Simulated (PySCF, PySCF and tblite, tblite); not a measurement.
# C₅H₇ClO₂: a path driven as rotation about a bond, and NMR exchange

Aim: the barrier and rate of rotation about a bond in C₅H₇ClO₂ (`CC(=O)/C(Cl)=C(/C)O`), and what it does to NMR lines.

Computed with tblite 0.8.0 (tight binding) and PySCF 2.14.0 (DFT, with response routines of our own); each step states its level. Atoms count from 0 throughout.

## 1. The starting structure

15 atoms, charge 0, multiplicity 1; geometry from: force field or distance geometry start.

Bonds of the start (Å): C0–C1 1.52, C0–H10 1.09, C0–H8 1.09, C0–H9 1.10, C1–C3 1.50, C1–O2 1.23, C3–C5 1.35, C3–Cl4 1.74, C5–C6 1.50, C5–O7 1.40, C6–H11 1.10, C6–H12 1.09, C6–H13 1.09, O7–H14 0.98.

## 2. GFN2-xTB relaxation, start minimum

What the job is given:

```
{"job": {"xc": "GFN2-xTB", "basis": "xTB", "kind": "relax"}, "charge": 0, "multiplicity": 1}
C      2.561700    -0.494500     0.342800
C      1.282800     0.331100     0.278800
O      1.323200     1.533000     0.540900
C     -0.010200    -0.336400    -0.081300
Cl     0.039700    -2.042900    -0.399300
C     -1.161400     0.368200    -0.131200
C     -2.510700    -0.178700    -0.479500
O     -1.207900     1.737200     0.141100
H      2.775000    -0.924500    -0.636400
H      2.462700    -1.273900     1.107700
H      3.386300     0.156400     0.618900
H     -2.519500    -1.255400    -0.691000
H     -2.910900     0.334800    -1.348000
H     -3.200000    -0.013300     0.352800
H     -0.315100     2.066800     0.361700
```

On the command line:

```bash
> OMP_NUM_THREADS=1 python ens_run.py task.json out
```

This one command runs the whole study; its stages follow in the order run.

Standard output:

```text
step      E/eV     max force
  0    -733.16403    2.442
  1    -733.27507    0.894
  2    -733.29833    0.454
  3    -733.31295    0.349
  4    -733.32640    0.324
  5    -733.33385    0.240
  6    -733.33875    0.242
  7    -733.34279    0.165
  8    -733.34502    0.113
  9    -733.34688    0.104
 10    -733.34908    0.175
 11    -733.35139    0.180
 12    -733.35304    0.101
 13    -733.35385    0.056
 14    -733.35426    0.060
 15    -733.35459    0.073
 16    -733.35490    0.053
 17    -733.35521    0.049
 18    -733.35556    0.063
 19    -733.35592    0.080
 20    -733.35622    0.063
 21    -733.35641    0.031
 22    -733.35654    0.027
 23    -733.35667    0.034
 24    -733.35678    0.036
 25    -733.35685    0.023
 26    -733.35690    0.016
 27    -733.35693    0.019
 28    -733.35696    0.016
 29    -733.35698    0.011
 30    -733.35700    0.007
 31    -733.35700    0.004
 32    -733.35700    0.003
 33    -733.28225    1.174
 34    -733.33765    0.632
 35    -733.35443    0.453
 36    -733.35813    0.283
 37    -733.36006    0.097
 38    -733.36046    0.048
 39    -733.36066    0.026
 40    -733.36074    0.023
 41    -733.36083    0.026
 42    -733.36090    0.025
 43    -733.36096    0.021
 44    -733.36101    0.015
 45    -733.36104    0.014
 46    -733.36108    0.015
 47    -733.36112    0.017
 48    -733.36116    0.016
 49    -733.36120    0.016
 50    -733.36125    0.018
 51    -733.36130    0.019
 52    -733.36136    0.020
 53    -733.36145    0.027
 54    -733.36156    0.032
 55    -733.36168    0.028
 56    -733.36182    0.034
 57    -733.36197    0.029
 58    -733.36218    0.049
 59    -733.36253    0.069
 60    -733.36311    0.088
 61    -733.36392    0.126
 62    -733.36491    0.119
 63    -733.36564    0.123
 64    -733.36455    0.171
 65    -733.36668    0.067
 66    -733.36705    0.050
 67    -733.36790    0.082
 68    -733.36829    0.072
 69    -733.36895    0.063
 70    -733.36959    0.097
 71    -733.37002    0.060
 72    -733.37044    0.054
 73    -733.37100    0.074
 74    -733.37140    0.054
 75    -733.37193    0.045
 76    -733.37262    0.052
 77    -733.37299    0.062
 78    -733.37362    0.077
 79    -733.37415    0.068
 80    -733.37453    0.081
 81    -733.37496    0.051
 82    -733.37528    0.038
 83    -733.37564    0.036
 84    -733.37593    0.035
 85    -733.37612    0.034
 86    -733.37630    0.033
 87    -733.37654    0.035
 88    -733.37682    0.034
 89    -733.37708    0.047
 90    -733.37728    0.048
 91    -733.37750    0.043
 92    -733.37782    0.055
 93    -733.37825    0.052
 94    -733.37870    0.048
 95    -733.37903    0.063
 96    -733.37923    0.053
 97    -733.37954    0.037
 98    -733.37985    0.048
 99    -733.38004    0.036
100    -733.38018    0.028
101    -733.38028    0.029
102    -733.38036    0.027
103    -733.38042    0.017
104    -733.38048    0.019
105    -733.38055    0.023
106    -733.38062    0.021
107    -733.38066    0.014
108    -733.38068    0.009
109    -733.38068    0.006
110    -733.38069    0.004
111    -733.38069    0.003
112    -733.38070    0.004
113    -733.38070    0.005
114    -733.38070    0.006
115    -733.38071    0.007
116    -733.38071    0.006
117    -733.38071    0.005
118    -733.38071    0.005
119    -733.38072    0.005
120    -733.38072    0.005
121    -733.38073    0.006
122    -733.38073    0.004
123    -733.38073    0.004
124    -733.38073    0.002
```

Run time: 0.97 s. Hardware: 1 thread of Intel Xeon Platinum 8259CL at 2.50GHz, shared host.

Gain 0.217 eV; displacement 0.44 Å root mean square.

## 3. Relaxed scan, rotation

What the job is given:

```
{"job": {"xc": "GFN2-xTB", "basis": "xTB", "coordinate": [["t", [0, 1, 3, 4], 0.25], ["t", [0, 1, 3, 5], 0.25], ["t", [2, 1, 3, 4], 0.25], ["t", [2, 1, 3, 5], 0.25]], "kind": "drive"}, "charge": 0, "multiplicity": 1}
C      2.483812    -0.506620     0.397324
C      1.273465     0.367602     0.263835
O      1.338097     1.591321     0.395170
C      0.008517    -0.268319    -0.027476
Cl    -0.048363    -1.995517    -0.206943
C     -1.149966     0.444791    -0.166815
C     -2.464449    -0.194839    -0.465705
O     -1.173375     1.758041    -0.042708
H      2.646099    -1.054556    -0.528910
H      2.328618    -1.233578     1.192155
H      3.352401     0.106419     0.620993
H     -2.411205    -0.740443    -1.406039
H     -3.228780     0.573905    -0.529007
H     -2.721396    -0.906793     0.316533
H     -0.243914     2.071827     0.156003
```

Standard output:

```text
point  coordinate     E/eV
  0    104.200     -733.33973
  1    118.600     -733.22279
  2    133.400     -733.04996
  3    148.600     -732.87490
  4    164.100     -732.74763
  5    179.700     -732.69475
  6    195.000     -732.68504
  7    210.100     -732.69790
  8    225.400     -732.73966
  9    240.100     -732.76882
 10    255.100     -732.78969
 11    270.000     -732.80865
```

It took 6.2 s on 1 thread of Intel Xeon Platinum 8259CL at 2.50GHz, shared host.

The highest point is number 6, 15.1 kcal/mol above the first.

## 4. Nudged elastic band, leg 1

Changed since step 3:

```diff
@@ -1,2 +1,2 @@
-{"job": {"xc": "GFN2-xTB", "basis": "xTB", "coordinate": [["t", [0, 1, 3, 4], 0.25], ["t", [0, 1, 3, 5], 0.25], ["t", [2, 1, 3, 4], 0.25], ["t", [2, 1, 3, 5], 0.25]], "kind": "drive"}, "charge": 0, "multiplicity": 1}
+{"job": {"xc": "GFN2-xTB", "basis": "xTB", "kind": "neb"}, "charge": 0, "multiplicity": 1}
 C      2.483812    -0.506620     0.397324
```

Standard output:

```text
image   E - E0 / eV
  0       0.0000
  1       0.2235
  2       0.6184
  3       0.6937
  4       0.6487
  5       0.5959
  6       0.5661
```

Run time: 3.2 s. Hardware: 1 thread of Intel Xeon Platinum 8259CL at 2.50GHz, shared host; peak memory 0.2 GiB.

The highest point is number 3, 16.0 kcal/mol above the first.

## 5. Saddle search, leg 1

What the job is given:

```
{"job": {"xc": "GFN2-xTB", "basis": "xTB", "kind": "saddle"}, "charge": 0, "multiplicity": 1}
C      2.252349    -0.123814    -0.012016
C      1.211557     0.146249     1.046304
O      1.466000     0.625891     2.119838
C     -0.165639    -0.313900     0.661661
Cl    -0.645401    -1.737538     1.534756
C     -0.969702     0.262424    -0.237631
C     -2.312437    -0.252123    -0.641272
O     -0.629355     1.411171    -0.880727
H      1.891625     0.123333    -1.007213
H      2.453792    -1.195020     0.007139
H      3.173323     0.408946     0.210867
H     -2.219329    -0.861143    -1.539654
H     -2.961327     0.589898    -0.864899
H     -2.743977    -0.859340     0.147643
H      0.198522     1.774967    -0.544796
```

Standard output:

```text
step      E/eV     max force
  0    -732.68699   0.0250
  1    -732.68502   0.1999
  2    -732.68671   0.0571
  3    -732.68707   0.0139
  4    -732.68674   0.0165
  5    -732.68632   0.0157
  6    -732.68599   0.0103
  7    -732.68572   0.0218
  8    -732.68575   0.0326
  9    -732.68586   0.0628
 10    -732.68590   0.0093
 11    -732.68600   0.0052
 12    -732.68619   0.0183
 13    -732.68640   0.0212
 14    -732.68663   0.0204
 15    -732.68694   0.0324
 16    -732.68733   0.0216
 17    -732.68772   0.0614
 18    -732.68755   0.0090
 19    -732.68784   0.0202
 20    -732.68813   0.0246
 21    -732.68846   0.0138
 22    -732.68882   0.0386
 23    -732.68863   0.0064
 24    -732.68886   0.0123
 25    -732.68909   0.0155
 26    -732.68932   0.0088
 27    -732.68961   0.0241
 28    -732.68988   0.0301
 29    -732.69014   0.0299
 30    -732.69038   0.0304
 31    -732.69062   0.0173
 32    -732.69080   0.0472
 33    -732.69074   0.0062
 34    -732.69087   0.0154
 35    -732.69099   0.0189
 36    -732.69110   0.0103
 37    -732.69120   0.0289
 38    -732.69116   0.0041
 39    -732.69122   0.0095
 40    -732.69128   0.0108
 41    -732.69133   0.0064
 42    -732.69137   0.0172
 43    -732.69141   0.0179
 44    -732.69143   0.0058
 45    -732.69145   0.0073
 46    -732.69145   0.0028
lowest wavenumbers (cm-1): -63.2 47.8 109.0 118.0 141.0 184.7
```

Run time: 19 s. Hardware: 1 thread of Intel Xeon Platinum 8259CL at 2.50GHz, shared host; peak memory 0.2 GiB.

Point group C1; 1 imaginary mode, 63i cm⁻¹, carried by O2, C0, Cl4. Steps downhill from it reached both ends.

## 6. Shieldings, start: PBE0/pcSseg-1

What the job is given:

```
{"job": {"kind": "nmr", "xc": "PBE0", "basis": "pcSseg-1", "pop": false}, "charge": 0, "multiplicity": 1}
C      2.483812    -0.506620     0.397324
C      1.273465     0.367602     0.263835
O      1.338097     1.591321     0.395170
C      0.008517    -0.268319    -0.027476
Cl    -0.048363    -1.995517    -0.206943
C     -1.149966     0.444791    -0.166815
C     -2.464449    -0.194839    -0.465705
O     -1.173375     1.758041    -0.042708
H      2.646099    -1.054556    -0.528910
H      2.328618    -1.233578     1.192155
H      3.352401     0.106419     0.620993
H     -2.411205    -0.740443    -1.406039
H     -3.228780     0.573905    -0.529007
H     -2.721396    -0.906793     0.316533
H     -0.243914     2.071827     0.156003
```

Standard output:

```text
coarse grid: 13568 points
cycle   1  E = -804.5747261015  dE =  1.310e+00  |g| = 9.131e-01  |ddm| = 3.643e+00
cycle   2  E = -804.1007276054  dE =  4.740e-01  |g| = 1.802e+00  |ddm| = 2.545e+00
cycle   3  E = -804.7225751880  dE = -6.218e-01  |g| = 2.270e-01  |ddm| = 2.057e+00
cycle   4  E = -804.7330002171  dE = -1.043e-02  |g| = 8.300e-02  |ddm| = 2.565e-01
cycle   5  E = -804.7341026403  dE = -1.102e-03  |g| = 3.080e-02  |ddm| = 7.315e-02
cycle   6  E = -804.7342799690  dE = -1.773e-04  |g| = 8.196e-03  |ddm| = 2.931e-02
cycle   7  E = -804.7342918825  dE = -1.191e-05  |g| = 2.825e-03  |ddm| = 8.903e-03
cycle   8  E = -804.7342935746  dE = -1.692e-06  |g| = 9.824e-04  |ddm| = 3.100e-03
final grid: 127808 points
cycle   9  E = -804.7993559869  dE = -2.972e-05  |g| = 1.345e-02  |ddm| = 3.776e-02
cycle  10  E = -804.7992708723  dE =  8.511e-05  |g| = 2.490e-02  |ddm| = 3.125e-02
cycle  11  E = -804.7993892328  dE = -1.184e-04  |g| = 2.648e-03  |ddm| = 2.225e-02
cycle  12  E = -804.7993905619  dE = -1.329e-06  |g| = 5.622e-04  |ddm| = 2.337e-03
cycle  13  E = -804.7993906143  dE = -5.242e-08  |g| = 1.763e-04  |ddm| = 5.112e-04
cycle  14  E = -804.7993906199  dE = -5.529e-09  |g| = 5.196e-05  |ddm| = 1.582e-04
cycle  15  E = -804.7993906203  dE = -4.206e-10  |g| = 2.372e-05  |ddm| = 6.624e-05
converged SCF energy = -804.7993906203

GIAO shielding tensors (ppm)
atom      isotropic    diamagn.    paramagn.     s11        s22        s33       span
  0 C      156.224     250.768     -94.545    141.850    143.405    183.415     41.565
  1 C      -17.020     246.913    -263.933    -87.185    -57.844     93.970    181.156
  2 O     -162.441     404.123    -566.564   -531.652   -280.075    324.404    856.056
  3 C       69.932     265.101    -195.169    -22.009    112.570    119.235    141.244
  4 Cl     802.199    1149.811    -347.612    725.475    728.898    952.225    226.751
  5 C        3.791     251.186    -247.395    -85.830     -4.408    101.610    187.439
  6 C      162.552     248.604     -86.052    148.268    155.082    184.306     36.038
  7 O      142.733     393.889    -251.156      9.162    139.920    279.116    269.954
  8 H       29.161      29.442      -0.282     24.851     29.817     32.814      7.963
  9 H       29.147      29.473      -0.326     24.799     29.882     32.760      7.960
 10 H       29.661      27.918       1.742     25.812     27.857     35.314      9.502
 11 H       29.313      28.873       0.440     24.862     29.010     34.066      9.204
 12 H       29.719      27.569       2.150     25.209     28.194     35.754     10.546
 13 H       29.313      28.876       0.438     24.870     29.001     34.069      9.199
 14 H       17.803      32.524     -14.721      5.207     17.201     31.003     25.795
```

Wall time 32 s (1 thread of Intel Xeon Platinum 8259CL at 2.50GHz, shared host); peak memory 0.87 GiB.

In short: HOMO -6.89 eV, LUMO -1.50 eV; dipole 1.70 D.

## 7. Shieldings, saddle of leg 1: PBE0/pcSseg-1

What the job is given:

```
{"job": {"kind": "nmr", "xc": "PBE0", "basis": "pcSseg-1", "pop": false}, "charge": 0, "multiplicity": 1}
C      2.286679    -0.101032    -0.041928
C      1.227712     0.093160     1.011853
O      1.444614     0.556518     2.100503
C     -0.133680    -0.385670     0.586466
Cl    -0.527356    -1.942230     1.248415
C     -0.989584     0.270517    -0.201061
C     -2.325550    -0.249279    -0.623690
O     -0.716848     1.508645    -0.693754
H      1.948633     0.278534    -1.003700
H      2.457528    -1.170983    -0.153765
H      3.214327     0.380398     0.256439
H     -2.270032    -1.310412    -0.849524
H     -2.653605     0.303764    -1.499115
H     -3.053103    -0.104446     0.173459
H      0.090267     1.872516    -0.310599
```

Standard output:

```text
coarse grid: 13568 points
cycle   1  E = -804.5215587700  dE =  1.271e+00  |g| = 9.507e-01  |ddm| = 3.645e+00
cycle   2  E = -804.0097598955  dE =  5.118e-01  |g| = 1.891e+00  |ddm| = 2.902e+00
cycle   3  E = -804.6863673737  dE = -6.766e-01  |g| = 2.231e-01  |ddm| = 2.303e+00
cycle   4  E = -804.6961742755  dE = -9.807e-03  |g| = 8.529e-02  |ddm| = 2.380e-01
cycle   5  E = -804.6974844229  dE = -1.310e-03  |g| = 2.498e-02  |ddm| = 7.573e-02
cycle   6  E = -804.6976081573  dE = -1.237e-04  |g| = 6.254e-03  |ddm| = 2.315e-02
cycle   7  E = -804.6976161391  dE = -7.982e-06  |g| = 1.641e-03  |ddm| = 5.949e-03
final grid: 127808 points
cycle   8  E = -804.7647003215  dE = -1.804e-05  |g| = 1.518e-02  |ddm| = 3.055e-02
cycle   9  E = -804.7645854264  dE =  1.149e-04  |g| = 2.893e-02  |ddm| = 3.524e-02
cycle  10  E = -804.7647429184  dE = -1.575e-04  |g| = 3.099e-03  |ddm| = 2.552e-02
cycle  11  E = -804.7647448284  dE = -1.910e-06  |g| = 4.922e-04  |ddm| = 2.462e-03
cycle  12  E = -804.7647448687  dE = -4.030e-08  |g| = 1.689e-04  |ddm| = 4.938e-04
cycle  13  E = -804.7647448750  dE = -6.303e-09  |g| = 4.046e-05  |ddm| = 1.577e-04
cycle  14  E = -804.7647448752  dE = -2.672e-10  |g| = 2.156e-05  |ddm| = 5.241e-05
converged SCF energy = -804.7647448752

GIAO shielding tensors (ppm)
atom      isotropic    diamagn.    paramagn.     s11        s22        s33       span
  0 C      152.634     253.516    -100.882    130.786    135.790    191.327     60.541
  1 C      -19.367     247.186    -266.553   -113.167    -41.600     96.665    209.832
  2 O     -405.872     396.903    -802.776  -1081.333   -466.443    330.159   1411.493
  3 C       74.743     263.589    -188.847     -9.441    109.571    124.099    133.540
  4 Cl     754.662    1148.336    -393.674    616.797    679.466    967.722    350.925
  5 C       30.185     251.588    -221.403    -66.482     49.299    107.739    174.221
  6 C      167.242     247.367     -80.125    154.531    159.905    187.290     32.759
  7 O      207.831     392.031    -184.201    153.633    210.542    259.316    105.683
  8 H       29.370      31.579      -2.210     26.113     30.725     31.271      5.157
  9 H       28.928      29.367      -0.439     25.443     29.308     32.034      6.591
 10 H       29.659      28.996       0.662     26.330     27.200     35.446      9.116
 11 H       29.391      29.201       0.190     24.728     29.930     33.515      8.787
 12 H       29.891      28.013       1.878     25.514     28.254     35.905     10.392
 13 H       29.475      27.658       1.817     25.249     27.314     35.861     10.613
 14 H       27.560      34.360      -6.800     19.955     27.178     35.547     15.592
```

It took 34 s on 1 thread of Intel Xeon Platinum 8259CL at 2.50GHz, shared host; peak memory 0.83 GiB.

Key values: HOMO -6.76 eV, LUMO -1.40 eV; dipole 2.75 D.

## 8. Shieldings, end: PBE0/pcSseg-1

What the job is given:

```
{"job": {"kind": "nmr", "xc": "PBE0", "basis": "pcSseg-1", "pop": false}, "charge": 0, "multiplicity": 1}
C      2.196708     0.328605     0.100503
C      1.253704    -0.549303     0.908974
O      1.688195    -1.245201     1.798960
C     -0.180101    -0.528287     0.592323
Cl    -1.100700    -1.555883     1.661515
C     -0.883272     0.130471    -0.360694
C     -2.365542    -0.006112    -0.488427
O     -0.369532     0.956931    -1.282860
H      2.224260     0.014390    -0.942485
H      3.195316     0.201386     0.514464
H      1.925929     1.380264     0.185626
H     -2.634275    -1.044505    -0.669738
H     -2.706464     0.612956    -1.313175
H     -2.853670     0.302982     0.433212
H      0.589234     1.044117    -1.208456
```

Standard output:

```text
coarse grid: 13568 points
cycle   1  E = -804.5165144774  dE =  1.319e+00  |g| = 9.754e-01  |ddm| = 3.718e+00
cycle   2  E = -803.8627971651  dE =  6.537e-01  |g| = 2.034e+00  |ddm| = 4.685e+00
cycle   3  E = -804.6942765840  dE = -8.315e-01  |g| = 2.567e-01  |ddm| = 3.906e+00
cycle   4  E = -804.7055724736  dE = -1.130e-02  |g| = 1.192e-01  |ddm| = 3.277e-01
cycle   5  E = -804.7078322322  dE = -2.260e-03  |g| = 4.008e-02  |ddm| = 1.400e-01
cycle   6  E = -804.7081725312  dE = -3.403e-04  |g| = 1.093e-02  |ddm| = 4.609e-02
cycle   7  E = -804.7081978956  dE = -2.536e-05  |g| = 3.873e-03  |ddm| = 1.326e-02
cycle   8  E = -804.7082007061  dE = -2.811e-06  |g| = 1.237e-03  |ddm| = 3.890e-03
final grid: 127808 points
cycle   9  E = -804.7739205599  dE = -3.295e-05  |g| = 1.389e-02  |ddm| = 4.166e-02
cycle  10  E = -804.7738196096  dE =  1.010e-04  |g| = 2.669e-02  |ddm| = 4.047e-02
cycle  11  E = -804.7739563212  dE = -1.367e-04  |g| = 2.898e-03  |ddm| = 3.059e-02
cycle  12  E = -804.7739578984  dE = -1.577e-06  |g| = 5.901e-04  |ddm| = 3.210e-03
cycle  13  E = -804.7739579509  dE = -5.254e-08  |g| = 1.866e-04  |ddm| = 5.759e-04
cycle  14  E = -804.7739579573  dE = -6.379e-09  |g| = 6.010e-05  |ddm| = 1.914e-04
cycle  15  E = -804.7739579580  dE = -7.226e-10  |g| = 2.491e-05  |ddm| = 8.299e-05
converged SCF energy = -804.7739579580

GIAO shielding tensors (ppm)
atom      isotropic    diamagn.    paramagn.     s11        s22        s33       span
  0 C      156.333     256.491    -100.157    133.402    145.595    190.004     56.602
  1 C        2.824     244.074    -241.250    -88.390     -4.833    101.694    190.084
  2 O     -323.441     394.505    -717.947   -905.469   -366.457    301.602   1207.072
  3 C       63.423     260.756    -197.332      0.550     93.809     95.911     95.362
  4 Cl     764.442    1148.233    -383.791    657.917    704.891    930.517    272.600
  5 C       15.616     250.276    -234.659    -79.607     20.416    106.039    185.645
  6 C      160.772     248.285     -87.513    144.164    155.675    182.476     38.312
  7 O      168.228     392.397    -224.169    101.262    146.643    256.779    155.516
  8 H       29.612      31.642      -2.030     26.131     29.587     33.119      6.989
  9 H       28.926      28.635       0.291     24.942     27.299     34.538      9.596
 10 H       29.595      31.803      -2.207     26.086     29.745     32.955      6.870
 11 H       29.119      28.492       0.627     24.687     28.769     33.901      9.214
 12 H       29.757      28.172       1.584     24.945     28.598     35.727     10.782
 13 H       29.125      28.520       0.605     24.717     28.788     33.871      9.154
 14 H       25.593      35.043      -9.451     16.792     24.651     35.334     18.542
```

Run time: 32 s. Hardware: 1 thread of Intel Xeon Platinum 8259CL at 2.50GHz, shared host; peak memory 0.89 GiB.

In short: HOMO -6.98 eV, LUMO -1.43 eV; dipole 4.20 D.

(Part 1 of 2 ends here.)
